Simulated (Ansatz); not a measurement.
# WSe2: how the settings move a relaxation

Question: which choices in the input matter for WSe2?

Computed with Ansatz 0.2.0 (reference: DFT, r2SCAN, PAW with Ansatz's default frozen-core files, scalar-relativistic; relaxation of cell and atoms, unless a step's input says otherwise).

## 1. The starting structure

Symmetry: P6_3/mmc, No. 194, hexagonal system. The conventional cell has a = 3.290 Å, b = 3.290 Å, c = 12.970 Å, α = 90.00°, β = 90.00°, γ = 120.00°. W (site symmetry -6m2) has 6 Se at 2.53 Å in its first shell of neighbours. Se (site symmetry 3m) has 3 W at 2.53 Å in its first shell of neighbours.

Coordinates:

```
CELL_PARAMETERS angstrom
3.29000 0.00000 0.00000
-1.64500 2.84922 0.00000
0.00000 0.00000 12.97000
ATOMIC_POSITIONS crystal
W 0.33333 0.66667 0.25000
W 0.66667 0.33333 0.75000
Se 0.33333 0.66667 0.62100
Se 0.66667 0.33333 0.12100
Se 0.33333 0.66667 0.87900
Se 0.66667 0.33333 0.37900
```

## 2. The reference run

input.yaml

```yaml
crystal:
  lattice:
    - [3.29000000002, 0.0, 0.0]
    - [-1.64500000001, 2.84922357847, 0.0]
    - [0.0, 0.0, 12.97]
  atoms:
    - { symbol: W, position: [0.333333333333, 0.666666666667, 0.25] }
    - { symbol: W, position: [0.666666666667, 0.333333333333, 0.75] }
    - { symbol: Se, position: [0.333333333333, 0.666666666667, 0.621] }
    - { symbol: Se, position: [0.666666666667, 0.333333333333, 0.121] }
    - { symbol: Se, position: [0.333333333333, 0.666666666667, 0.879] }
    - { symbol: Se, position: [0.666666666667, 0.333333333333, 0.379] }
kpoints:
  mp_grid: { grid: [10, 10, 4] }
scf:
  occupations: { method: fermi_dirac, width: 0.1 }
hamiltonian:
  xc: r2scan
  pseudopotentials: { kind: paw }
relax:
  f_tol: 0.002
  max_steps: 80
  cell: {}
output:
  forces: true
  stress: true
```

Command:

```
> ansatz run input.yaml --threads 2 --pin off --max-ram 6144MiB --backend cpu --events-out ev --progress --plain --runs-dir out
```

From the output:

```text
[...]
Basis set: ecut = 500 eV, 3053 PW (Γ), exchange–correlation on 96×96×384 points (64 copies of the dense FFT grid, shifted against one another)
[...]
k-points: 42 of 400
[...]
SCF iter   1: F=—  HF=-42710.591232 eV  |F-HF|=—  |Δ(HF+E_count)|=         —  Δρ=6.00e-3  dr2=4.54e-2  dr2_τ=8.66e-2  ethr=1.77e-3  ⟨swp⟩=5.7  Hψ=8294  notcnv=0
preconditioner: auto → Resta (q_TF=auto, 2.604 Å⁻¹)  ε∞=5.5  [insulator: Δε(μ)=1.118 eV  Ē_g=9.494 eV  σ=0.100 eV  W_gap=0.99  n_scr=40 (ndim 8)  ℏωp=20.2 eV  f_vac=0.041  D(μ)=0.00/eV (n_scr^D=0)  ε∞_Penn≈5.5]
SCF iter   2: F=—  HF=-42710.714080 eV  |F-HF|=—  |Δ(HF+E_count)|=   1.23e-1  Δρ=3.87e-3  dr2=8.44e-3  dr2_τ=1.57e-3  ethr=4.93e-5  ⟨swp⟩=2.0  Hψ=4816  notcnv=0  defer=19
[...]
relax step   1: F+E_penalty+E_count = -42710.72383445 eV  Δ(F+E_penalty+E_count) = +0.000e0 eV  max|allowed force component| = 1.597e-1 eV/Å  Δτ_max = 0.0000 Å  P = +1.685 GPa  Ω = 121.580 Å³  (7 SCF iters, dr2 threshold 1.00e-7 eV, accepted)
[...]
Basis set: ecut = 500 eV, 3469 PW (Γ), exchange–correlation on 96×96×384 points (64 copies of the dense FFT grid, shifted against one another)
[...]
relax step   2: F+E_penalty+E_count = -42710.62189495 eV  Δ(F+E_penalty+E_count) = +1.019e-1 eV  max|allowed force component| = 7.100e-1 eV/Å  Δτ_max = 0.1512 Å  P = -0.433 GPa  Ω = 135.905 Å³  energy of the carried Pulay correction = -2.720e-3 eV  (8 SCF iter
[...]
Basis set: ecut = 500 eV, 3157 PW (Γ), exchange–correlation on 96×96×384 points (64 copies of the dense FFT grid, shifted against one another)
[...]
relax step   3: F+E_penalty+E_count = -42710.76988487 eV  Δ(F+E_penalty+E_count) = -4.605e-2 eV  max|allowed force component| = 5.963e-2 eV/Å  Δτ_max = 0.0509 Å  P = -0.002 GPa  Ω = 126.705 Å³  energy of the carried Pulay correction = -1.009e-3 eV  (10 SCF ite
[...]
Basis set: ecut = 500 eV, 3217 PW (Γ), exchange–correlation on 96×96×384 points (64 copies of the dense FFT grid, shifted against one another)
[...]
relax step   4: F+E_penalty+E_count = -42710.77839401 eV  Δ(F+E_penalty+E_count) = -8.509e-3 eV  max|allowed force component| = 1.592e-2 eV/Å  Δτ_max = 0.0293 Å  P = +0.201 GPa  Ω = 128.685 Å³  energy of the carried Pulay correction = -1.388e-3 eV  (7 SCF iter
[...]
Basis set: ecut = 500 eV, 3291 PW (Γ), exchange–correlation on 96×96×384 points (64 copies of the dense FFT grid, shifted against one another)
[...]
relax step   5: F+E_penalty+E_count = -42710.77988367 eV  Δ(F+E_penalty+E_count) = -1.490e-3 eV  max|allowed force component| = 2.010e-2 eV/Å  Δτ_max = 0.0223 Å  P = -0.109 GPa  Ω = 130.696 Å³  energy of the carried Pulay correction = -1.767e-3 eV  (7 SCF iter
[...]
SCF iter   7: F=-42710.782050 eV  HF=-42710.782050 eV  |F-HF|=1.60e-10  |Δ(HF+E_count)|=  7.28e-11  Δρ=1.50e-7  dr2=3.48e-11  dr2_τ=6.09e-12  ethr=1.00e-12  ⟨swp⟩=4.8  Hψ=8275  notcnv=0
[...]
relax step   7: F+E_penalty+E_count = -42710.78204980 eV  Δ(F+E_penalty+E_count) = -2.068e-3 eV  max|allowed force component| = 8.256e-4 eV/Å  Δτ_max = 0.0000 Å  P = +0.008 GPa  Ω = 130.522 Å³  stress off target by 1.50e-2 GPa  SCF on the basis re-selected at 
[...]
SCF converged after 7 iterations
Free energy (F): -42710.782050 eV
[...]
E sigma→0 (E₀):  -42710.781981 eV
[...]
Fermi energy:    12.050218 eV
[...]
  P = ⅓ Tr σ = 0.0083 GPa (0.083 kbar)
--- Relaxed structure (6 steps of the walk, 5 accepted, 1 SCFs on fresh bases) ---
[...]
```

Run time: 59 s. Hardware: 2 threads of Intel Xeon 6975P-C (Granite Rapids), shared host; peak memory 0.89 GiB.

## 3. A further run, with the input changed

Edit input.yaml of step 2 so:

```diff
@@ -13,5 +13,5 @@
 kpoints:
-  mp_grid: { grid: [10, 10, 4] }
+  mp_grid: { grid: [9, 9, 3] }
 scf:
-  occupations: { method: fermi_dirac, width: 0.1 }
+  occupations: { method: fixed }
 hamiltonian:
```

Command:

```
> ansatz run input.yaml --threads 2 --pin off --max-ram 6144MiB --backend cpu --events-out ev --progress --plain --runs-dir out
```

Log, cut to the lines that bear on the results:

```text
[...]
Pseudopotentials: kind: paw
Pseudopotential: W, paw, valence charge 14, recommended cutoff 500 eV (meta_gga), W.paw.azcp
Pseudopotential: Se, paw, valence charge 16, recommended cutoff 500 eV (meta_gga), Se.paw.azcp
Functional definition: r2SCAN
[...]
Crystal: 6 atoms, lattice volume = 121.580 Å³
Basis set: ecut = 500 eV, 3053 PW (Γ), exchange–correlation on 96×96×384 points (64 copies of the dense FFT grid, shifted against one another)
Bands: 56, of which v1, the nominal top of the filled ones, is band 46 counted from 1 (45 counted from 0)
Symmetry: 24 space group operations
Space group: P63/mmc (ITA 194), of the structure as read, at distance tolerance 5.0e-5 Å
k-points: 24 of 243
[...]
SCF iter   1: F=—  HF=-42710.590851 eV  |F-HF|=—  |Δ(HF+E_count)|=         —  Δρ=5.99e-3  dr2=4.50e-2  dr2_τ=8.65e-2  ethr=1.77e-3  ⟨swp⟩=4.9  Hψ=4105  notcnv=0  defer=163
[...]
relax step   1: F+E_penalty+E_count = -42710.72343477 eV  Δ(F+E_penalty+E_count) = +0.000e0 eV  max|allowed force component| = 1.591e-1 eV/Å  Δτ_max = 0.0000 Å  P = +1.686 GPa  Ω = 121.580 Å³  (7 SCF iters, dr2 threshold 1.00e-7 eV, accepted)
[...]
relax step   6: F+E_penalty+E_count = -42710.77954398 eV  Δ(F+E_penalty+E_count) = -9.669e-5 eV  max|allowed force component| = 9.821e-4 eV/Å  Δτ_max = 0.0009 Å  P = -0.000 GPa  Ω = 130.523 Å³  energy of the carried Pulay correction = -1.733e-3 eV  (6 SCF iters, dr2 threshold 9.00e-8 eV, accepted)
[...]
E sigma→0 (E₀):  -42710.781602 eV
Fermi energy:    11.439797 eV
[...]
--- Forces (eV/Å), atoms counted from 1 ---
  atom   1  W     -0.00000000     0.00000000     0.00000000
  atom   2  W      0.00000000    -0.00000000    -0.00000000
  atom   3  Se    -0.00000000     0.00000000    -0.00081413
  atom   4  Se     0.00000000    -0.00000000    -0.00081413
  atom   5  Se    -0.00000000     0.00000000     0.00081413
  atom   6  Se    -0.00000000    -0.00000000     0.00081413
[...]
--- Stress (GPa, compression-positive) ---
        0.004361       0.000000      -0.000000
        0.000000       0.004361      -0.000000
       -0.000000      -0.000000       0.014554
  P = ⅓ Tr σ = 0.0078 GPa (0.078 kbar)
--- Relaxed structure (6 steps of the walk, 5 accepted, 1 SCFs on fresh bases) ---
  F+E_penalty+E_count = -42710.78160188 eV   max|allowed force component| = 8.141e-4 eV/Å   (the final SCF, on the basis selected at the relaxed cell)
  cell:  # Å, volume = 130.5233 Å³
    - [3.315202869203707, -5.55097937755878e-36, -8.526896469518446e-35]
    - [-1.6576014346018535, 2.87104990342947, 5.814999132592641e-34]
    - [-6.723030225467814e-34, 2.4529786611831083e-33, 13.713149588189761]
  atoms:
    - { symbol: W, position: [0.3333333333333333, 0.6666666666666666, 0.24999999999999997] }
    - { symbol: W, position: [0.6666666666666666, 0.3333333333333333, 0.75] }
    - { symbol: Se, position: [0.3333333333333333, 0.6666666666666666, 0.6288337028042388] }
    - { symbol: Se, position: [0.6666666666666666, 0.3333333333333333, 0.12883370280423886] }
    - { symbol: Se, position: [0.3333333333333333, 0.6666666666666666, 0.8711662971957611] }
    - { symbol: Se, position: [0.6666666666666666, 0.3333333333333333, 0.37116629719576105] }
```

It took 32 s on 2 threads of Intel Xeon 6975P-C (Granite Rapids), shared host; peak memory 0.83 GiB.

## 4. A look at that input

The run converged and reported no error. That alone doesn't make the input a sound one.

Fixed occupations are right only where a gap separates filled from empty bands at every k-point. This system has one (1.42 eV on the mesh), so they are sound here.

The occupations need no remedy; a run with other occupations serves as a check.

Changing the k-point mesh and smearing moves the energy by +0.1 meV/atom (σ→0 values), and the gap on the mesh goes from 1.38 to 1.42 eV. More than one kind of setting changed, and this run alone doesn't tell their shares apart. A gap read on a mesh depends on which points the mesh holds, and a coarse mesh shifts the density too. Cost: 32 s against 59 s.

## 5. Side by side

```tsv
run	ending	energy change	pressure (GPa)	gap (eV)	force (eV/Å)	cycles	time
reference	converged	0	0.0	1.38	0.00	52	59 s
1: mp_grid.grid [9, 9, 3], occupations.method fixed	converged	+0.1 meV/atom (σ→0)	0.0	1.42	0.00	52	32 s
```

**Reading.** Changing the k-point mesh and smearing moves the energy by +0.1 meV/atom (σ→0 values), and the gap on the mesh goes from 1.38 to 1.42 eV. More than one kind of setting changed, and this run alone doesn't tell their shares apart. A gap read on a mesh depends on which points the mesh holds, and a coarse mesh shifts the density too. Cost: 32 s against 59 s. The gap of the reference lacks spin-orbit coupling, though the cell holds W.

The cell is layered and no dispersion term is used, so the spacing and stiffness across the layers are uncertain.
